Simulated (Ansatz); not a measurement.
**KCaSiHO4: a single-point run**

Aim: the field gradients at the nuclei of KCaSiHO4, from a sound single-point run.

Computed with Ansatz 0.2.0 (DFT, PBE, plane-wave PAW, default files, scalar-relativistic, frozen cores, unless a step's input says otherwise).

### 1 The starting structure

It takes space group P2_1 (No. 4, monoclinic). Conventional cell: a = 5.608 Å, b = 7.539 Å, c = 5.656 Å, α = 90.00°, β = 118.60°, γ = 90.00°. Around K (site symmetry 1) lie 2 H at 2.56 to 2.64 Å and 5 O at 2.60 to 2.84 Å. Around Ca (site symmetry 1) lie 6 O at 2.32 to 2.57 Å. Si (site symmetry 1) has 4 O at 1.64 to 1.72 Å as nearest neighbours. H (site symmetry 1) has 1 O at 1.04 Å as nearest neighbours. Around O (site symmetry 1) lie 1 Si at 1.64 Å. O (site symmetry 1) is surrounded by 1 Si at 1.65 Å and 2 Ca at 2.38 to 2.41 Å. O (site symmetry 1) is surrounded by 1 H at 1.56 Å and 1 Si at 1.64 Å. Around O (site symmetry 1) lie 1 H at 1.04 Å.

The input asks for a charge of +4 e on the cell.

Coordinates:

```cif
data_structure
_symmetry_space_group_name_H-M 'P 1'
_symmetry_Int_Tables_number 1
_cell_length_a 5.6081
_cell_length_b 7.5392
_cell_length_c 5.6563
_cell_angle_alpha 90.000
_cell_angle_beta 118.598
_cell_angle_gamma 90.000
_cell_volume 209.97
loop_
_atom_site_label
_atom_site_type_symbol
_atom_site_fract_x
_atom_site_fract_y
_atom_site_fract_z
_atom_site_occupancy
K1 K 0.35420 0.76682 0.72081 1
K2 K 0.64580 0.26682 0.27919 1
Ca1 Ca 0.99519 0.51506 0.00704 1
Ca2 Ca 0.00481 0.01506 0.99296 1
Si1 Si 0.68109 0.75458 0.37545 1
Si2 Si 0.31891 0.25458 0.62455 1
H1 H 0.95990 0.99746 0.46488 1
H2 H 0.04010 0.49746 0.53512 1
O1 O 0.34899 0.76198 0.21594 1
O2 O 0.65101 0.26198 0.78406 1
O3 O 0.81242 0.75976 0.70560 1
O4 O 0.18758 0.25976 0.29440 1
O5 O 0.80887 0.58963 0.28196 1
O6 O 0.19113 0.08963 0.71805 1
O7 O 0.80843 0.93771 0.29365 1
O8 O 0.19157 0.43771 0.70635 1
```

### 2 Input and run

input.yaml

```yaml
crystal:
  lattice:
    - [5.608103, 0.0, 0.0]
    - [0.0, 7.539157, 0.0]
    - [-2.707492, 0.0, 4.966208]
  atoms:
    - { symbol: K, position: [0.354196, 0.766822, 0.720806] }
    - { symbol: K, position: [0.645804, 0.266822, 0.279194] }
    - { symbol: Ca, position: [0.995191, 0.515062, 0.007041] }
    - { symbol: Ca, position: [0.004809, 0.015062, 0.992959] }
    - { symbol: Si, position: [0.681091, 0.75458, 0.375449] }
    - { symbol: Si, position: [0.318909, 0.25458, 0.624551] }
    - { symbol: H, position: [0.959899, 0.997463, 0.464881] }
    - { symbol: H, position: [0.040101, 0.497463, 0.535119] }
    - { symbol: O, position: [0.348988, 0.761978, 0.215943] }
    - { symbol: O, position: [0.651012, 0.261978, 0.784057] }
    - { symbol: O, position: [0.812418, 0.759763, 0.705597] }
    - { symbol: O, position: [0.187582, 0.259763, 0.294403] }
    - { symbol: O, position: [0.808867, 0.589626, 0.281955] }
    - { symbol: O, position: [0.191133, 0.089626, 0.718045] }
    - { symbol: O, position: [0.808431, 0.937705, 0.293647] }
    - { symbol: O, position: [0.191569, 0.437705, 0.706353] }
kpoints:
  mp_grid: { grid: [5, 3, 5] }
scf:
  occupations: { method: fermi_dirac, width: 0.02 }
  max_iter: 60
hamiltonian:
  xc: pbe
  pseudopotentials: { kind: paw, frozen_core: stored }
output:
  forces: true
  stress: true
  populations: true
  efg:
    quadrupole_moments_barn: { K: 0.0603, Ca: -0.0408, H: 0.00285783, O: -0.02558 }
total_charge: 4
```

Run with:

```
$ ansatz run input.yaml --threads 1 --pin off --max-ram 3072MiB --backend cpu --events-out ev --progress --plain --runs-dir out
```

**Question.** How will this run end, and is anything wrong with its input?

This run ends as converged. It gives a pressure of 17 GPa, which is large; a structure far from rest gives such values too, whatever the setting.

Look at the input: total_charge is 4. The net charge is not the one intended, so the run treats another number of electrons.

The test: delete total_charge (the default then holds).
